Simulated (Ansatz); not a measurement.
# CH2FNSi (SMILES FC1=N[SiH2]1) at CAM-B3LYP/6-311+G(d,p)

What is the vertical electron affinity of CH2FNSi at CAM-B3LYP/6-311+G**? 

Program for the calculation: Ansatz 0.2.0.

93 further runs of the same task are left out: 93 set aside as unsound or not needed.

### Step 1. The system as given

CH2FNSi: 6 atoms, total charge 0, spin state singlet. SMILES: `FC1=N[SiH2]1`. Geometry: relaxed at PBE0-D4/def2-TZVP.

Bond lengths: F1–C2 1.313 Å, C2–N3 1.261 Å, C2–Si4 1.766 Å, N3–Si4 1.801 Å, Si4–H5 1.477 Å, Si4–H6 1.477 Å. Angles: F1–C2–N3 128.8°, F1–C2–Si4 160.4°, N3–C2–Si4 70.8°, C2–N3–Si4 67.8°, C2–Si4–N3 41.4°, C2–Si4–H5 122.2°, C2–Si4–H6 122.2°, N3–Si4–H5 118.8°, N3–Si4–H6 118.8°, H5–Si4–H6 113.7°.

### Step 2. The energy at CAM-B3LYP/6-311+G(d,p)

Contents of input.yaml:

```yaml
crystal:
  periodic: [false, false, false]
  atoms:
    - {symbol: F, position_ang: [1.423100, -1.608300, 0.851500]}
    - {symbol: C, position_ang: [0.513000, -0.815400, 0.333600]}
    - {symbol: "N", position_ang: [-0.624100, -1.110900, -0.124500]}
    - {symbol: Si, position_ang: [-0.284400, 0.654600, -0.233900]}
    - {symbol: H, position_ang: [0.001700, 1.243400, -1.557500]}
    - {symbol: H, position_ang: [-0.987300, 1.572700, 0.684600]}
basis:
  gaussian: {orbitals: 6-311+G_st__st_-spherical.json}
accuracy: high
output: {orbitals: {seedname: orbitals}}
hamiltonian: {xc: {name: CAM-B3LYP}}
```

The basis set 6-311+G** is read from a file made from the Basis Set Exchange's data (not shown).

Started as:

```console
$ ansatz run input.yaml --threads 1 --pin off --max-ram 3480MiB --events-out events.jsonl --progress --plain --runs-dir runs
```

Log:

```text
Warning: RAYON_NUM_THREADS=1 ignored (pool sized by the plan → 1); use --threads N
Functional definition: CAM-B3LYP
  name "CAM-B3LYP"
  parameter alpha = 0.19
  parameter beta = 0.46
  parameter omega = 0.33/bohr
  parameter ac = 0.81
  exchange = (1 - alpha - beta)*b88_x + beta*b88_x_sr(omega) + alpha*exact_x + beta*exact_x_lr(omega)
  correlation = (1 - ac)*vwn5_c + ac*lyp_c
1948 factors; integrals over basis functions are off by at most 3.8e-9 eV
446 factors; integrals over basis functions are off by at most 2.1e-9 eV
mean field evaluation 1: about -13145.9517 eV, gradient 5.5e1 eV
mean field evaluation 2: about -13138.0094 eV, gradient 7.8e1 eV
mean field evaluation 4: about -13151.9382 eV, gradient 5.3e0 eV
mean field evaluation 8: about -13152.1317 eV, gradient 2.2e-1 eV
mean field evaluation 16: about -13152.1318 eV, gradient 4.0e-5 eV
mean field -13152.13184830 eV, -483.3319305898 hartree, gradient 4.7e-8 eV, S^2 0.000000; 0 other end points of the search recorded, 0 dependent functions left out
reference -13152.13186841 eV, -483.3319313290 hartree; 19, 19 occupied and 89, 89 virtual orbitals, 1948 factors
Total energy: -13152.13186841 eV, -483.3319313290 hartree
```

Wall time 8.7 s (1 thread of Arm Neoverse V1, shared host); peak memory 0.37 GiB.

### Step 3. The doublet anion at the same level

Contents of in.yaml:

```yaml
crystal:
  periodic: [false, false, false]
  atoms:
    - {symbol: F, position_ang: [1.423100, -1.608300, 0.851500]}
    - {symbol: C, position_ang: [0.513000, -0.815400, 0.333600]}
    - {symbol: N, position_ang: [-0.624100, -1.110900, -0.124500]}
    - {symbol: Si, position_ang: [-0.284400, 0.654600, -0.233900]}
    - {symbol: H, position_ang: [0.001700, 1.243400, -1.557500]}
    - {symbol: H, position_ang: [-0.987300, 1.572700, 0.684600]}
basis:
  gaussian:
    orbitals: 6-311+G_st__st_-spherical.json
hamiltonian:
  xc: {name: CAM-B3LYP}
total_charge: -1
accuracy: high
magnetization:
  spin_polarized: true
  initial_magnetization: 1
output:
  orbitals: {seedname: orbitals}
```

The basis set 6-311+G** is read from a file made from the Basis Set Exchange's data (not shown).

Started as:

```console
$ ansatz run in.yaml --threads 1 --pin off --max-ram 3480MiB --events-out events.jsonl --progress --plain --runs-dir runs
```

Log, cut to the lines that bear on the results:

```text
Warning: RAYON_NUM_THREADS=1 ignored (pool sized by the plan → 1); use --threads N
[... 2 set-up lines as earlier in the session ...]
[...]
1947 factors; integrals over basis functions are off by at most 3.8e-9 eV
446 factors; integrals over basis functions are off by at most 2.1e-9 eV
[...]
mean field -13151.78136782 eV, -483.3190506699 hartree, gradient 7.6e-8 eV, S^2 0.752285; 6 other end points of the search recorded, 0 dependent functions left out
reference -13151.78138407 eV, -483.3190512670 hartree; 20, 19 occupied and 88, 89 virtual orbitals, 1947 factors
Total energy: -13151.78138407 eV, -483.3190512670 hartree
```

It took 32 s on 1 thread of Arm Neoverse V1, shared host; peak memory 0.51 GiB.

### Step 4. Outcome

Level: CAM-B3LYP/6-311+G**.

| quantity | value |
| --- | --- |
| singlet CH2FNSi: total energy | -483.33193 Eh |
| singlet CH2FNSi: HOMO energy | -9.03 eV |
| singlet CH2FNSi: LUMO energy | -0.36 eV |
| singlet CH2FNSi: HOMO–LUMO gap | 8.67 eV |
| doublet anion: total energy | -483.31905 Eh |
| doublet anion: HOMO energy (highest over α and β) | 1.05 eV |
| doublet anion: LUMO energy (lowest over α and β) | 4.04 eV |
| doublet anion: ⟨S²⟩ | 0.752 |
| vertical electron affinity (to the doublet anion) | -0.350 eV |

In words: The anion lies 0.35 eV (33.8 kJ/mol) above the neutral: the electron isn't bound at this level, and such a value depends on the basis. The HOMO (doublet anion) lies at positive energy, 1.05 eV; only total energies tell whether the electron is bound.
